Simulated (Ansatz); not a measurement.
Runs of Ansatz 0.2.0 on ZnRe2. The structure is cubic, space group Fm-3m (No. 225). Conventional cell: a = 5.791 Å, b = 5.791 Å, c = 5.791 Å, α = 90.00°, β = 90.00°, γ = 90.00°. Zn (site symmetry m-3m) is surrounded by 8 Re at 2.51 Å. Around Re (site symmetry -43m) lie 4 Zn at 2.51 Å. The cell was built by a generator and needn't be a form met in nature.

| task | level | cell | cutoff (eV) | points for each segment of the path | gap on the mesh (eV) | pressure (GPa) |
| --- | --- | --- | --- | --- | --- | --- |
| band structure | BLYP | as given | 420 | 14 | none | 9.4 |
| band structure | RPBE | as given | 420 | 14 | none | (b) |
| band structure | revPBE | as given | 420 | 14 | none | 2.5 |
| band structure | LDA | as given | 420 | 14 | none | -12.2 |
| band structure | PBEsol | as given | 420 | 14 | none | (a) |
| band structure | r2SCAN | as given | 500 | 14 | none | -5.1 |
| relaxation of cell and atoms | LDA | relaxed | 420 | - | none | 0.0 |

Alike in all rows: potentials or basis Ansatz PAW; no spin polarisation; k mesh 8 × 8 × 8; smearing fermi-dirac 0.05 eV.

Task: Estimate the missing entries.

Result: (a) -7.6; (b) 3.5.

Caveats: the PAW data sets come from PBE, with cores solved anew for the run's functional, which leaves a small shift of forces and pressure; spin-orbit coupling is left out, which moves the levels of the heavy elements (some runs); the plane-wave basis is chosen anew once the cell has moved, so the energies of steps on either side of that aren't comparable (some runs).

A k mesh can miss the band edges, and the runs leave out spin-orbit coupling on Re.

A gap of «none» marks a metal or a gap under the smearing width.

Runs at the PBE level aren't shown here.
